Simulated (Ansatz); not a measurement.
**C₄H₁₀N₂Si: small, medium and large basis sets**

The task here is to estimate one member of a computed series from the others.

Method: one geometry, several basis sets; program: Ansatz 0.2.0, Gaussian basis.

The runs, in order: PBE0-D4/def2-SVP; ωB97M-V/def2-SVP; PBE0-D4/def2-QZVPP; ωB97M-V/def2-QZVPP; the functionals' def2-TZVPP values are taken from earlier runs.

1 further run of the same task is left out (it didn't finish). Runs told in other sessions of the task aren't counted.

## The relaxed structure

All runs share one geometry, relaxed beforehand with PBE0-D4 in a triple-zeta def2 set.

SMILES `C=C[Si](N)(N)C=C`, 17 atoms, charge 0, spin multiplicity 1.

Atoms are counted from 1 here; the program's logs count them from 0.

Bond lengths: C1–C2 1.331 Å, C1–H8 1.087 Å, C1–H9 1.087 Å, C2–Si3 1.866 Å, C2–H10 1.090 Å, Si3–N4 1.719 Å, Si3–N5 1.719 Å, Si3–C6 1.866 Å, N4–H11 1.008 Å, N4–H12 1.007 Å, N5–H13 1.007 Å, N5–H14 1.008 Å, C6–C7 1.331 Å, C6–H15 1.091 Å, C7–H16 1.087 Å, C7–H17 1.087 Å. Angles: C2–C1–H8 121.3°, C2–C1–H9 122.4°, H8–C1–H9 116.3°, C1–C2–Si3 124.1°, C1–C2–H10 117.4°, Si3–C2–H10 118.5°, C2–Si3–N4 106.2°, C2–Si3–N5 116.4°, C2–Si3–C6 108.2°, N4–Si3–N5 105.0°, N4–Si3–C6 116.5°, N5–Si3–C6 104.9°, Si3–N4–H11 118.1°, Si3–N4–H12 120.1°, H11–N4–H12 111.0°, Si3–N5–H13 119.3°, Si3–N5–H14 119.7°, H13–N5–H14 111.1° and more.

The first run:

File in.yaml:

```yaml
crystal:
  periodic: [false, false, false]
  atoms:
    - {symbol: C, position_ang: [1.124542, -1.639266, 1.537715]}
    - {symbol: C, position_ang: [0.988324, -0.434902, 0.987930]}
    - {symbol: Si, position_ang: [-0.023771, -0.093039, -0.542512]}
    - {symbol: N, position_ang: [-1.009249, -1.480554, -0.785232]}
    - {symbol: N, position_ang: [0.850225, 0.095565, -2.010784]}
    - {symbol: C, position_ang: [-0.915116, 1.528650, -0.301114]}
    - {symbol: C, position_ang: [-1.018281, 2.161652, 0.865101]}
    - {symbol: H, position_ang: [0.619771, -2.508659, 1.125191]}
    - {symbol: H, position_ang: [1.748078, -1.814422, 2.410879]}
    - {symbol: H, position_ang: [1.537188, 0.389652, 1.443515]}
    - {symbol: H, position_ang: [-1.484372, -1.575829, -1.668708]}
    - {symbol: H, position_ang: [-1.573078, -1.837807, -0.030920]}
    - {symbol: H, position_ang: [1.205265, 1.004418, -2.259406]}
    - {symbol: H, position_ang: [1.474666, -0.633494, -2.317543]}
    - {symbol: H, position_ang: [-1.416780, 1.974532, -1.161177]}
    - {symbol: H, position_ang: [-0.552905, 1.773995, 1.767636]}
    - {symbol: H, position_ang: [-1.573607, 3.089108, 0.979630]}
basis:
  gaussian: {orbitals: def2-SVP}
hamiltonian: {xc: pbe0, dispersion: d4}
output: {orbitals: {seedname: orbitals}}
```

Run with:

```console
$ ansatz run in.yaml --threads 4 --pin off --events-out ev --progress --plain --max-ram 11315MiB
```

Among the steps run: PBE0-D4 in def2-SVP; ωB97M-V in def2-SVP; PBE0-D4 in def2-QZVPP; ωB97M-V in def2-QZVPP.

One table of the session follows, with a row left open; its other results are not shown here.

It belongs to the step «Density functionals: the series». 

```
functional       basis  HOMO (eV)  LUMO (eV)
   PBE0-D4    def2-SVP          ?          ?
   PBE0-D4  def2-TZVPP      -7.07      -0.34
   PBE0-D4  def2-QZVPP      -7.12      -0.41
   ωB97M-V    def2-SVP      -9.17       2.06
   ωB97M-V  def2-TZVPP      -9.39       1.70
   ωB97M-V  def2-QZVPP      -9.43       1.55
```

Estimate the missing values for PBE0-D4, def2-SVP.

**Answer.** HOMO (eV): -6.85; LUMO (eV): -0.08. In the column «HOMO (eV)» it is the highest.
